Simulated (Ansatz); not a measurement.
# C4H4Se: the cost of one run

Computed with Ansatz 0.2.0, Gaussian basis. Level: the settings change from run to run.

### 1 The molecule

An earlier PBE0-D4 in a triple-zeta def2 set relaxation fixed the geometry.

SMILES `c1cc[se]c1`, 9 atoms, charge 0, spin multiplicity 1.

Atoms are counted from 1 here; the program's logs count them from 0.

Bond lengths: C1–C2 1.423 Å, C1–C5 1.357 Å, C1–H6 1.083 Å, C2–C3 1.357 Å, C2–H7 1.083 Å, C3–Se4 1.851 Å, C3–H8 1.079 Å, Se4–C5 1.851 Å, C5–H9 1.079 Å. Angles: C2–C1–C5 114.8°, C2–C1–H6 122.8°, C5–C1–H6 122.4°, C1–C2–C3 114.8°, C1–C2–H7 122.8°, C3–C2–H7 122.4°, C2–C3–Se4 111.4°, C2–C3–H8 127.7°, Se4–C3–H8 120.9°, C3–Se4–C5 87.6°, C1–C5–Se4 111.4°, C1–C5–H9 127.7°, Se4–C5–H9 120.9°.

### 2 BLYP/def2-TZVP

Set apart from the defaults: charge +1, multiplicity 2, a point charge of 0.50 e beside it.

Input file in.yaml:

```yaml
crystal:
  periodic: [false, false, false]
  atoms:
    - {symbol: C, position_ang: [0.171683, 0.961230, 0.118320]}
    - {symbol: C, position_ang: [0.974192, -0.194328, -0.095643]}
    - {symbol: C, position_ang: [0.280888, -1.356105, -0.205394]}
    - {symbol: Se, position_ang: [-1.540768, -1.075159, -0.038945]}
    - {symbol: C, position_ang: [-1.163237, 0.723316, 0.180199]}
    - {symbol: H, position_ang: [0.589886, 1.954772, 0.224683]}
    - {symbol: H, position_ang: [2.054355, -0.153958, -0.165998]}
    - {symbol: H, position_ang: [0.676167, -2.347105, -0.368305]}
    - {symbol: H, position_ang: [-1.954567, 1.440939, 0.334085]}
basis:
  gaussian: {orbitals: def2-TZVP, point_charges: [{charge: 0.50, position_ang: [5.262, -0.373, -0.540]}]}
total_charge: 1
magnetization: {spin_polarized: true, initial_magnetization: 1}
hamiltonian: {xc: {name: BLYP}}
output: {forces: true}
```

The run is started by

```console
ansatz run in.yaml --threads 4 --pin off --events-out ev --progress --plain --max-ram 10444MiB
```

**Question.** How long does this run take on 4 threads of Arm Neoverse V1, shared host, and how much memory does it need?

About 12 s, with a peak of 0.54 GiB.
